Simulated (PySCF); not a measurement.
# Si3O3F6: magnetic properties

What do calculations give for the magnetic properties of Si3O3F6?

Computed with PySCF 2.14.0 and routines of our own; the level stands in each step. Atoms count from 0.

## Step 1: The starting structure

12 atoms, charge 0, multiplicity 1; geometry from: GFN2-xTB.

## Step 2: Magnetic properties: GIAO BP86/def2-SVP

Job settings and geometry (Å):

```
{"job": {"kind": "mag", "xc": "BP86", "basis": "def2-SVP"}, "charge": 0, "multiplicity": 1}
Si     0.393820    -1.170580    -1.130460
F     -0.200610    -2.628790    -1.172130
F      1.417160    -0.970850    -2.311520
O      1.158130    -0.957650     0.264880
Si     0.882140     0.125400     1.417060
F      2.168690     1.015170     1.604510
F      0.549500    -0.628140     2.759560
O     -0.354470     1.071230     1.026800
Si    -1.276110     1.044870    -0.287170
F     -2.768550     0.776360     0.139920
F     -1.166930     2.435910    -1.018370
O     -0.802760    -0.112920    -1.293080
```

Method: GIAO BP86/def2-SVP magnetisability, rotational g tensor and spin-rotation constants, non-relativistic, gas phase.

The run is started by

```bash
$ OMP_NUM_THREADS=1 python excited_run.py task.json out
```

This one command runs all jobs of the session in turn.

Output:

```text
coarse grid: 14648 points
cycle   1  E = -1692.1381028928  dE =  2.415e+00  |g| = 1.786e+00  |ddm| = 4.439e+00
cycle   2  E = -1691.0210663265  dE =  1.117e+00  |g| = 3.105e+00  |ddm| = 3.423e+00
cycle   3  E = -1692.6896885886  dE = -1.669e+00  |g| = 6.869e-02  |ddm| = 2.245e+00
cycle   4  E = -1692.6892025497  dE =  4.860e-04  |g| = 8.776e-02  |ddm| = 1.045e-01
cycle   5  E = -1692.6905393679  dE = -1.337e-03  |g| = 9.402e-03  |ddm| = 6.022e-02
cycle   6  E = -1692.6905560759  dE = -1.671e-05  |g| = 1.526e-03  |ddm| = 7.375e-03
cycle   7  E = -1692.6905564440  dE = -3.681e-07  |g| = 2.147e-04  |ddm| = 9.659e-04
final grid: 139032 points
cycle   8  E = -1693.0014956423  dE = -3.536e-05  |g| = 1.205e-02  |ddm| = 2.322e-02
cycle   9  E = -1693.0014180913  dE =  7.755e-05  |g| = 2.411e-02  |ddm| = 2.225e-02
cycle  10  E = -1693.0015205331  dE = -1.024e-04  |g| = 7.344e-04  |ddm| = 1.539e-02
cycle  11  E = -1693.0015206048  dE = -7.176e-08  |g| = 2.986e-04  |ddm| = 6.107e-04
cycle  12  E = -1693.0015206200  dE = -1.516e-08  |g| = 3.460e-05  |ddm| = 2.130e-04
cycle  13  E = -1693.0015206202  dE = -1.819e-10  |g| = 1.761e-05  |ddm| = 4.001e-05
converged SCF energy = -1693.0015206202

Magnetisability tensor (1e-30 J/T^2)
    -1689.22       -2.88        2.04
       -2.88    -1689.16        2.01
        2.04        2.01    -1687.73
isotropic -1688.70   principal values   -1693.49  -1686.32  -1686.30
isotropic susceptibility -101.696 1e-6 cm^3/mol

Inertial axes            a          b          c
rot. const./GHz      0.6811     0.6811     0.4576
chi total          -101.552   -101.552   -101.984
chi diamagnetic   -1659.874  -1659.874  -2407.211
chi paramagnetic   1558.322   1558.322   2305.227
quadrupole/D A        0.314      0.314     -0.628
g nuclear            0.4834     0.4834     0.4856
g electronic        -0.4986    -0.4986    -0.4956
g total             -0.0152    -0.0152    -0.0100

Spin-rotation constants (kHz, H = +C I.J)
atom  isotope        aa         bb         cc
  1    19F        0.595      0.595      0.289
  2    19F        0.596      0.596      0.289
  5    19F        0.596      0.596      0.289
  6    19F        0.595      0.595      0.289
  9    19F        0.596      0.596      0.289
 10    19F        0.595      0.595      0.290
  0   29Si*      -0.307     -0.318     -0.199
  3    17O*      -0.081     -0.075     -0.051
* in the singly substituted isotopologue
```

It took 70 s on 1 thread of AMD EPYC 7R43, shared host; peak memory 0.69 GiB.

Key values:

| quantity | value |
| --- | --- |
| magnetisability | -1689·10⁻³⁰ J/T² |
| molar susceptibility | -101.7·10⁻⁶ cm³/mol |
| rotational g (a, b, c) | -0.0152, -0.0152, -0.0100 |

## Step 3: Magnetic properties: GIAO PBE/def2-SVP

The job, as its differences from that of step 2:

```diff
@@ -1,2 +1,2 @@
-{"job": {"kind": "mag", "xc": "BP86", "basis": "def2-SVP"}, "charge": 0, "multiplicity": 1}
+{"job": {"kind": "mag", "xc": "PBE", "basis": "def2-SVP"}, "charge": 0, "multiplicity": 1}
 Si     0.393820    -1.170580    -1.130460
```

Method: GIAO PBE/def2-SVP magnetisability, rotational g tensor and spin-rotation constants, non-relativistic, gas phase.

Output:

```text
coarse grid: 14648 points
cycle   1  E = -1690.8680314352  dE =  2.411e+00  |g| = 1.764e+00  |ddm| = 4.438e+00
cycle   2  E = -1689.7739087723  dE =  1.094e+00  |g| = 3.069e+00  |ddm| = 3.450e+00
cycle   3  E = -1691.4085840725  dE = -1.635e+00  |g| = 6.452e-02  |ddm| = 2.259e+00
cycle   4  E = -1691.4081734612  dE =  4.106e-04  |g| = 8.241e-02  |ddm| = 1.000e-01
cycle   5  E = -1691.4093560080  dE = -1.183e-03  |g| = 9.530e-03  |ddm| = 5.779e-02
cycle   6  E = -1691.4093727083  dE = -1.670e-05  |g| = 1.516e-03  |ddm| = 7.607e-03
cycle   7  E = -1691.4093730749  dE = -3.666e-07  |g| = 1.989e-04  |ddm| = 9.582e-04
final grid: 139032 points
cycle   8  E = -1691.7107626332  dE = -2.461e-05  |g| = 1.491e-02  |ddm| = 2.365e-02
cycle   9  E = -1691.7106741326  dE =  8.850e-05  |g| = 2.661e-02  |ddm| = 2.526e-02
cycle  10  E = -1691.7108012231  dE = -1.271e-04  |g| = 1.903e-03  |ddm| = 1.672e-02
cycle  11  E = -1691.7108018058  dE = -5.827e-07  |g| = 2.798e-04  |ddm| = 1.384e-03
cycle  12  E = -1691.7108018181  dE = -1.232e-08  |g| = 4.074e-05  |ddm| = 2.497e-04
cycle  13  E = -1691.7108018184  dE = -3.138e-10  |g| = 1.462e-05  |ddm| = 4.835e-05
converged SCF energy = -1691.7108018184

Magnetisability tensor (1e-30 J/T^2)
    -1688.58       -3.54        2.50
       -3.54    -1688.54        2.48
        2.50        2.48    -1686.78
isotropic -1687.97   principal values   -1693.85  -1685.04  -1685.02
isotropic susceptibility -101.652 1e-6 cm^3/mol

Inertial axes            a          b          c
rot. const./GHz      0.6811     0.6811     0.4576
chi total          -101.475   -101.475   -102.006
chi diamagnetic   -1659.776  -1659.776  -2407.135
chi paramagnetic   1558.301   1558.301   2305.129
quadrupole/D A        0.301      0.301     -0.603
g nuclear            0.4834     0.4834     0.4856
g electronic        -0.4986    -0.4986    -0.4956
g total             -0.0152    -0.0152    -0.0100

Spin-rotation constants (kHz, H = +C I.J)
atom  isotope        aa         bb         cc
  1    19F        0.602      0.602      0.292
  2    19F        0.603      0.603      0.292
  5    19F        0.602      0.602      0.292
  6    19F        0.602      0.602      0.292
  9    19F        0.603      0.603      0.292
 10    19F        0.601      0.601      0.293
  0   29Si*      -0.308     -0.319     -0.199
  3    17O*      -0.082     -0.076     -0.051
* in the singly substituted isotopologue
```

It took 76 s on 1 thread of AMD EPYC 7R43, shared host; peak memory 0.72 GiB.

In short:

| quantity | value |
| --- | --- |
| magnetisability | -1688·10⁻³⁰ J/T² |
| molar susceptibility | -101.7·10⁻⁶ cm³/mol |
| rotational g (a, b, c) | -0.0152, -0.0152, -0.0100 |

## Step 4: The levels compared

| level | ξ (10⁻³⁰ J/T²) | g(a) | g(b) | gap (eV) | functions | time |
| --- | --- | --- | --- | --- | --- | --- |
| GIAO BP86/def2-SVP | -1689 | -0.0152 | -0.0152 | 8.52 | 180 | 70 s |
| GIAO PBE/def2-SVP | -1688 | -0.0152 | -0.0152 | 8.38 | 180 | 76 s |

## Step 5: Results

| quantity | value |
| --- | --- |
| magnetisability (step 2, GIAO BP86/def2-SVP) | -1689·10⁻³⁰ J/T² |
| molar susceptibility (step 2, GIAO BP86/def2-SVP) | -101.7·10⁻⁶ cm³/mol |
| rotational g (a, b, c) (step 2, GIAO BP86/def2-SVP) | -0.0152, -0.0152, -0.0100 |
| magnetisability over the levels | -1689 to -1688·10⁻³⁰ J/T² |

**Reading.** The magnetisability spreads by 0.0 % over 2 levels of like cost. Two levels can agree by chance, so this spread shows no convergence. Vibrational averaging and real surroundings are missing from these values.
